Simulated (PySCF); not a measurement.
# SiOBr₂: structure of the singlet

Aim: relax SiOBr₂ as a singlet from a trigonal pyramidal start, check by its vibrations whether the end is a minimum, and collect its spectrum and constants.

Method: PBE0, basis Si def2-SVP, O def2-SVP, Br def2-SVP, no relativity, density fitting; program: PySCF 2.14.0.

## (1) Where the work starts

4 atoms, charge 0, spin multiplicity 1.

Bond lengths: Si1–O2 1.640 Å, Si1–Br3 2.300 Å, Si1–Br4 2.300 Å. Angles: O2–Si1–Br3 99.8°, O2–Si1–Br4 99.8°, Br3–Si1–Br4 99.8°.

```xyz
4
charge 0 multiplicity 1
Si    0.0000    0.0000    0.0000
O    -0.7240   -1.2540    0.7699
Br    2.0308    0.0000    1.0798
Br   -1.0154    1.7587    1.0798
```

## (2) The SCF at the typed geometry

One driver script runs all steps and calls PySCF; scf.py shows how it sets up the SCF of each step. The optimiser is the driver's own. After this first run the driver tries any further starts and a stability analysis.

scf.py

```python
from pyscf import gto, scf, dft
mol = gto.M(atom='''
Si     0.000000     0.000000     0.000000
O     -0.724000    -1.254000     0.769900
Br     2.030800     0.000000     1.079800
Br    -1.015400     1.758700     1.079800''',
    basis={'Si': 'def2-SVP', 'O': 'def2-SVP', 'Br': 'def2-SVP'},
    charge=0, spin=0)
mf = dft.RKS(mol, xc='PBE0')
mf.grids.atom_grid = (50, 194)
aux = {'Si': 'def2-universal-JKFIT', 'O': 'def2-universal-JKFIT', 'Br': 'def2-universal-JKFIT'}
mf = mf.density_fit(auxbasis=aux)
mf.conv_tol = 1e-08
mf.diis_space = 10
mf.max_cycle = 60
mf.init_guess = 'minao'
mf.verbose = 4
mf.kernel()
```

Launch:

```sh
$ OMP_NUM_THREADS=2 python axn.py task.json out
```

The log of the run:

```text
init E= -5509.54091518409
  HOMO = -0.3264969016441  LUMO = -0.213428262009253  gap/eV = 3.07675
cycle= 1 E= -5511.12760883113  delta_E= -1.59  |g|= 1.08  |ddm|= 2.46
  HOMO = -0.14090487525948  LUMO = -0.107772015061363  gap/eV = 0.90159
cycle= 2 E= -5505.39556473346  delta_E= 5.73  |g|= 3.73  |ddm|= 5.83
  HOMO = -0.284268005242165  LUMO = -0.223593905493669  gap/eV = 1.65103
cycle= 3 E= -5511.41994781789  delta_E= -6.02  |g|= 0.311  |ddm|= 5.44
  HOMO = -0.245939373192444  LUMO = -0.181416566457178  gap/eV = 1.75576
cycle= 4 E= -5511.37817978928  delta_E= 0.0418  |g|= 0.547  |ddm|= 1.04
  HOMO = -0.290181155071516  LUMO = -0.207787247516884  gap/eV = 2.24205
cycle= 5 E= -5511.4528439058  delta_E= -0.0747  |g|= 0.156  |ddm|= 0.474
  HOMO = -0.297868696577745  LUMO = -0.20534799364303  gap/eV = 2.51762
cycle= 6 E= -5511.45832507835  delta_E= -0.00548  |g|= 0.0584  |ddm|= 0.103
  HOMO = -0.301397316456113  LUMO = -0.206050431293604  gap/eV = 2.59452
cycle= 7 E= -5511.45909807964  delta_E= -0.000773  |g|= 0.00721  |ddm|= 0.0467
  HOMO = -0.301471751450806  LUMO = -0.206051332794796  gap/eV = 2.59652
cycle= 8 E= -5511.45910908695  delta_E= -1.1e-05  |g|= 0.00349  |ddm|= 0.00521
  HOMO = -0.301642105402112  LUMO = -0.206103567268475  gap/eV = 2.59974
cycle= 9 E= -5511.45911206735  delta_E= -2.98e-06  |g|= 0.000377  |ddm|= 0.00295
  HOMO = -0.301659787225661  LUMO = -0.206082102011137  gap/eV = 2.60080
cycle= 10 E= -5511.45911211178  delta_E= -4.44e-08  |g|= 5.28e-05  |ddm|= 0.000507
  HOMO = -0.301659992435341  LUMO = -0.206085636555275  gap/eV = 2.60071
cycle= 11 E= -5511.45911211291  delta_E= -1.13e-09  |g|= 1.36e-05  |ddm|= 0.0001
  HOMO = -0.301656608533357  LUMO = -0.206082514145382  gap/eV = 2.60070
Extra cycle  E= -5511.45911211266  delta_E= 2.51e-10  |g|= 3.78e-05  |ddm|= 5.89e-05
converged SCF energy = -5511.45911211266
```

This step, with its further starts and checks, took 3.8 s on 2 threads of AMD EPYC 9R14 (Zen 4), shared host.

The test of internal stability found no lower closed-shell solution.

## (3) Relaxation: trigonal pyramidal start, singlet

The program finds Cs symmetry in the start, which this walk keeps. Threshold on the gradient: 0.0003 Eh/bohr, with a further test on the energy change.

Edit scf.py of step 2 so:

```diff
@@ -3,4 +3,4 @@
-Si     0.000000     0.000000     0.000000
-O     -0.724000    -1.254000     0.769900
-Br     2.030800     0.000000     1.079800
-Br    -1.015400     1.758700     1.079800''',
+Si    -0.339691    -0.588362    -0.905544
+O     -1.063686    -1.842365    -0.135644
+Br     1.691099    -0.588366     0.174254
+Br    -1.355093     1.170348     0.174258''',
@@ -16 +15,0 @@
-mf.init_guess = 'minao'
```

The optimiser's trace:

```tsv
step	energy (Eh)	change (kJ/mol)	largest symmetric gradient (Eh/bohr)
0	-5511.459112	0.00	0.10763
1	-5511.504959	-120.37	0.06565
2	-5511.532874	-193.66	0.05364
3	-5511.544600	-224.45	0.01225
4	-5511.544872	-225.16	0.02561
5	-5511.545819	-227.65	0.00164
6	-5511.545838	-227.70	0.00028
7	-5511.545839	-227.70	0.00003
```

The walk took 15 s.

After 7 steps and 227.7 kJ/mol it ends at C2v: Si–Br 2.181 Å (×2), Si–O 1.524 Å; Br–Si–Br 109.3°, Br–Si–O 125.3° (×2).

## (4) Frequencies

The point is checked on the finer grid, and tightened if its gradient asks for it. The Hessian and the dipole derivatives come from central differences of analytic gradients, with steps of 0.02 bohr.

Edit scf.py of step 3 so:

```diff
@@ -3,4 +3,4 @@
-Si    -0.339691    -0.588362    -0.905544
-O     -1.063686    -1.842365    -0.135644
-Br     1.691099    -0.588366     0.174254
-Br    -1.355093     1.170348     0.174258''',
+Si    -0.427126    -0.739806    -0.144814
+O     -1.178477    -2.041189    -0.399556
+Br     1.734901    -0.550462     0.066236
+Br    -1.344168     1.227233     0.066240''',
@@ -10 +10 @@
-mf.grids.atom_grid = (50, 194)
+mf.grids.atom_grid = (75, 302)
@@ -13 +13 @@
-mf.conv_tol = 1e-08
+mf.conv_tol = 1e-10
```

This SCF starts from the last density.

Log of the central SCF (cycles and frontier levels):

```text
init E= -5511.54585938026
  HOMO = -0.315891443459547  LUMO = -0.0784335894891917  gap/eV = 6.46156
cycle= 1 E= -5511.54585938024  delta_E= 1.73e-11  |g|= 1.2e-05  |ddm|= 2.13e-05
  HOMO = -0.315888011260625  LUMO = -0.0784322388967467  gap/eV = 6.46150
cycle= 2 E= -5511.54585938015  delta_E= 9.46e-11  |g|= 2.36e-05  |ddm|= 3.53e-05
  HOMO = -0.315890448257711  LUMO = -0.0784328444136619  gap/eV = 6.46155
cycle= 3 E= -5511.54585938028  delta_E= -1.32e-10  |g|= 4.46e-06  |ddm|= 2.32e-05
  HOMO = -0.315890308221921  LUMO = -0.0784330175355232  gap/eV = 6.46154
cycle= 4 E= -5511.54585938028  delta_E= -2.73e-12  |g|= 9.63e-09  |ddm|= 4.2e-06
  HOMO = -0.315890309349165  LUMO = -0.078433017106752  gap/eV = 6.46154
Extra cycle  E= -5511.54585938029  delta_E= -3.64e-12  |g|= 1.58e-08  |ddm|= 2.76e-08
converged SCF energy = -5511.54585938029
```

The whole step took 36 s.

Geometry: C2v; Si–Br 2.181 Å (×2), Si–O 1.524 Å; Br–Si–Br 109.2°, Br–Si–O 125.4° (×2).

Modes, for the most abundant isotopes:

```tsv
symmetry	ω (cm⁻¹)	IR (km/mol)	μ (u)
a1	128	0.3	52.94
b1	221	30.8	23.99
b2	222	22.1	19.63
a1	368	10.2	30.23
b2	529	227	31.01
a1	1257	98.3	19.30
```

All wavenumbers are real: a minimum.

Constants and moments:

```yaml
Dipole_moment: 3.03 D
Highest_occupied_level: -8.60 eV
Lowest_empty_level: -2.13 eV
Rotational_constants: 0.1229, 0.0338, 0.02651 cm⁻¹
Zero-point_energy: 16.3 kJ/mol
Principal_polarisabilities: 33.7, 53.9, 68.6 bohr³
Atomisation_energy_without_zero-point_energy: 1235 kJ/mol
Principal_traceless_quadrupole_moments_about_the_centre_of_mass: -12.06, 6.00, 6.06 D Å
Entropy_at_298.15_K_and_1_bar: 326.8 J/(mol K)
Heat_capacity_Cp_at_298.15_K: 68.6 J/(mol K)
Enthalpy_at_298.15_K_above_0_K: 15.95 kJ/mol
Rotational_symmetry_number: 2
```

Charges (e) and bond orders:

```csv
atom,Mulliken,Löwdin,polar tensor,Mayer order to Si1
Si1,0.72,0.34,1.48,–
O2,-0.40,-0.36,-0.69,2.14
"Br3,4",-0.16,0.01,-0.39,1.08
```

Outer orbital energies (eV). occupied: -11.96, -10.86, -10.67, -9.82, -9.63, -9.42, -9.03, -8.60; empty: -2.13, -1.78, 1.78, 2.38.

Mulliken populations on Si1: s 5.04, p 7.79, d 0.45.

## (5) What came out

```
                                 quantity                                                                   value
                                  minimum                                                            singlet, C2v
                                 geometry  Si–Br 2.181 Å (×2), Si–O 1.524 Å; Br–Si–Br 109.2°, Br–Si–O 125.4° (×2)
                       wavenumbers (cm⁻¹)             128 (a1), 221 (b1), 222 (b2), 368 (a1), 529 (b2), 1257 (a1)
                            dipole moment                                                                  3.03 D
     highest occupied, lowest empty level                                                         -8.60, -2.13 eV
               polar-tensor charge of Si1                                                                 +1.48 e
                        zero-point energy                                                             16.3 kJ/mol
                      entropy at 298.15 K                                                         326.8 J/(mol K)
atomisation energy (no zero-point energy)                                                             1235 kJ/mol
```

What this shows: From Cs at the start the molecule goes to a C2v minimum. In the infrared the band at 529 cm⁻¹ (b2, mixed) leads. Only this shape and spin were tried, so other structures or states may lie lower.

The search up to here took 55 s.
